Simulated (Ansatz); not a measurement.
# CH4F2SSn: the cost of one run

Computed with Ansatz 0.2.0, Gaussian basis. Level: the settings change from run to run.

### 1 The molecule

The structure was relaxed beforehand with PBE0-D4 in a triple-zeta def2 set. Sn takes a core potential in def2 sets; no spin-orbit term is included.

SMILES `C[S][SnH]([F])[F]`, 9 atoms, charge 0, spin multiplicity 1.

Atoms are counted from 1 here; the program's logs count them from 0.

Bond lengths: C1–S2 1.824 Å, C1–H6 1.088 Å, C1–H7 1.088 Å, C1–H8 1.090 Å, S2–Sn3 2.351 Å, Sn3–F4 1.912 Å, Sn3–F5 1.912 Å, Sn3–H9 1.692 Å. Angles: S2–C1–H6 111.0°, S2–C1–H7 111.0°, S2–C1–H8 105.5°, H6–C1–H7 110.6°, H6–C1–H8 109.2°, H7–C1–H8 109.2°, C1–S2–Sn3 98.3°, S2–Sn3–F4 107.7°, S2–Sn3–F5 107.6°, S2–Sn3–H9 120.7°, F4–Sn3–F5 100.2°, F4–Sn3–H9 109.4°, F5–Sn3–H9 109.4°.

### 2 HF/x2c-TZVPPall

This run has charge -1, multiplicity 2.

The input, in.yaml:

```yaml
crystal:
  periodic: [false, false, false]
  atoms:
    - {symbol: C, position_ang: [-1.217136, -0.074010, 1.033613]}
    - {symbol: S, position_ang: [0.035079, 1.237888, 0.843418]}
    - {symbol: Sn, position_ang: [1.267965, 0.279979, -0.914400]}
    - {symbol: F, position_ang: [1.769836, -1.484856, -0.377120]}
    - {symbol: F, position_ang: [0.043053, -0.131938, -2.323356]}
    - {symbol: H, position_ang: [-1.802056, -0.190606, 0.123198]}
    - {symbol: H, position_ang: [-0.754168, -1.018059, 1.314694]}
    - {symbol: H, position_ang: [-1.869913, 0.259942, 1.839582]}
    - {symbol: H, position_ang: [2.615840, 1.075357, -1.556729]}
basis:
  gaussian: {orbitals: x2c-TZVPPall}
total_charge: -1
magnetization: {spin_polarized: true, initial_magnetization: 1}
hamiltonian: {xc: {name: HF}}
output: {forces: true}
```

Launch:

```bash
> ansatz run in.yaml --threads 2 --pin off --events-out ev --progress --plain --max-ram 32768MiB --backend cpu
```

**Question.** How long does this run take on 2 threads of AMD EPYC 7R13, shared host, and how much memory does it need?

About 89 s, with a peak of 1.9 GiB.
